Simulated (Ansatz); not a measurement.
# C₃H₁₀BN: up Jacob's ladder to CCSD(T)

The task here is to estimate one member of a computed series from the others.

Program: Ansatz 0.2.0, Gaussian basis. Level of theory: functionals in def2-TZVPP, the program's frozen cores in correlated methods. These are calculated values, not measurements.

The runs, in order: LDA (SPW92), PBE-D4, revPBE-D4, BLYP-D4, r2SCAN-D4, B97M-V, PBE0-D4, B3LYP-D4, r2SCANh-D4, r2SCAN0-D4, HSE06-D4, BHLYP-D4, CAM-B3LYP-D4, LC-ωPBE, ωB97X-V, ωB97M-V, B2PLYP, PBE-QIDH; CCSD(T)/def2-SVP; CCSD(T)/def2-TZVPP; MP2/def2-QZVPP; extrapolation to the limit; RPA on PBE.

## The geometry

All runs share one geometry, relaxed beforehand with PBE0-D4 in a triple-zeta def2 set.

SMILES `CBCNC`, 15 atoms, charge 0, spin multiplicity 1.

Atoms are counted from 1 here; the program's logs count them from 0.

Bond lengths: C1–B2 1.555 Å, C1–H6 1.100 Å, C1–H7 1.091 Å, C1–H8 1.094 Å, B2–C3 1.562 Å, B2–H9 1.204 Å, C3–N4 1.451 Å, C3–H10 1.109 Å, C3–H11 1.104 Å, N4–C5 1.446 Å, N4–H12 1.012 Å, C5–H13 1.104 Å, C5–H14 1.092 Å, C5–H15 1.093 Å. Angles: B2–C1–H6 107.5°, B2–C1–H7 114.1°, B2–C1–H8 112.0°, H6–C1–H7 108.0°, H6–C1–H8 104.7°, H7–C1–H8 110.0°, C1–B2–C3 124.7°, C1–B2–H9 119.3°, C3–B2–H9 115.9°, B2–C3–N4 117.2°, B2–C3–H10 109.9°, B2–C3–H11 102.4°, N4–C3–H10 113.3°, N4–C3–H11 109.0°, H10–C3–H11 103.7°, C3–N4–C5 112.6°, C3–N4–H12 110.0°, C5–N4–H12 109.1° and more.

Set-up of the first run:

Input file in.yaml:

```yaml
crystal:
  periodic: [false, false, false]
  atoms:
    - {symbol: C, position_ang: [-1.602298, -0.264705, 1.077780]}
    - {symbol: B, position_ang: [-0.077889, -0.375962, 1.361351]}
    - {symbol: C, position_ang: [1.021324, -0.544928, 0.264395]}
    - {symbol: N, position_ang: [0.599007, -0.435453, -1.119566]}
    - {symbol: C, position_ang: [0.344223, 0.931153, -1.515893]}
    - {symbol: H, position_ang: [-1.903685, 0.771858, 1.290389]}
    - {symbol: H, position_ang: [-1.881613, -0.493440, 0.047915]}
    - {symbol: H, position_ang: [-2.192795, -0.873164, 1.769485]}
    - {symbol: H, position_ang: [0.312928, -0.363649, 2.500125]}
    - {symbol: H, position_ang: [1.896644, 0.090488, 0.507451]}
    - {symbol: H, position_ang: [1.383880, -1.571171, 0.449183]}
    - {symbol: H, position_ang: [1.303601, -0.830073, -1.728660]}
    - {symbol: H, position_ang: [1.194314, 1.612479, -1.337160]}
    - {symbol: H, position_ang: [0.091432, 0.970774, -2.577447]}
    - {symbol: H, position_ang: [-0.510975, 1.324996, -0.960047]}
basis:
  gaussian: {orbitals: def2-TZVPP}
hamiltonian: {xc: lda}
output: {orbitals: {seedname: orbitals}}
```

The run is started by

```console
$ ansatz run in.yaml --threads 4 --pin off --events-out ev --progress --plain --max-ram 10444MiB
```

Among the steps run: LDA; PBE-D4 (GGA); revPBE-D4 (GGA); BLYP-D4 (GGA); r2SCAN-D4 (meta-GGA); B97M-V (meta-GGA); PBE0-D4 (hybrid); B3LYP-D4 (hybrid); r2SCANh-D4 (hybrid); r2SCAN0-D4 (hybrid); HSE06-D4 (hybrid); BHLYP-D4 (hybrid); CAM-B3LYP-D4 (range-separated); LC-ωPBE (range-separated); ωB97X-V (range-separated); ωB97M-V (range-separated); B2PLYP (double hybrid); PBE-QIDH (double hybrid).

One table of the session follows, with a row left open; its other results are not shown here.

It belongs to the step «Orbital energies across the functionals». 

```
  functional  HOMO (eV)  gap (eV)
 LDA (SPW92)          ?         ?
      PBE-D4      -4.95      3.34
   revPBE-D4      -4.90      3.41
     BLYP-D4      -4.86      3.39
   r2SCAN-D4      -5.21      4.00
      B97M-V      -5.41      4.15
     PBE0-D4      -6.35      5.77
    B3LYP-D4      -6.14      5.33
  r2SCANh-D4      -5.74      4.88
  r2SCAN0-D4      -6.54      6.19
    HSE06-D4      -5.95      4.98
    BHLYP-D4      -7.73      8.21
CAM-B3LYP-D4      -7.78      8.31
     LC-ωPBE      -9.11     10.87
     ωB97X-V      -8.80     10.42
     ωB97M-V      -8.73     10.08
```

Q: Estimate the row for LDA (SPW92) from the others.

The run gave: HOMO (eV): -5.05; gap (eV): 3.18. In the column «HOMO (eV)» it lies between r2SCAN-D4 (-5.21) and PBE-D4 (-4.95).
